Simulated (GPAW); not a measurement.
The system is BiS.

```
Bi S
1.0
     2.10927    1.21779    3.50049
    -2.10927    1.21779    3.50049
     0.00000   -2.43558    3.50049
Bi S
1 1
Direct
  0.00000 0.00000 0.00000
  0.50000 0.50000 0.50000
```

The cell was built by a generator and needn't be a form met in nature.

Program: GPAW 26.7.0. Alike in all runs: task single point; no spin polarisation; cell as given; k mesh 8 × 8 × 8; cutoff (eV) 600; smearing fermi-dirac 0.05 eV.

Q: Order these runs on this cell by their pressure, lowest first.
A. level LDA; potentials or basis the program's PAW data sets (release 1.2.1) made for this functional, pw
B. level AM05; potentials or basis PAW data sets generated in the run's folder for this functional, pw
C. level r2SCAN; potentials or basis GPAW PAW data sets (gpaw-data 1.2.1), pw
D. level revPBE; potentials or basis the program's PAW data sets (release 1.2.1) made for this functional, pw

A: A (-5.7 GPa), B (-4.0 GPa), C (-2.3 GPa), D (-0.3 GPa).

Caveats: the PAW data sets were made with another functional, which shifts forces and pressure a little (some runs).

Runs at the PBE level aren't shown here.
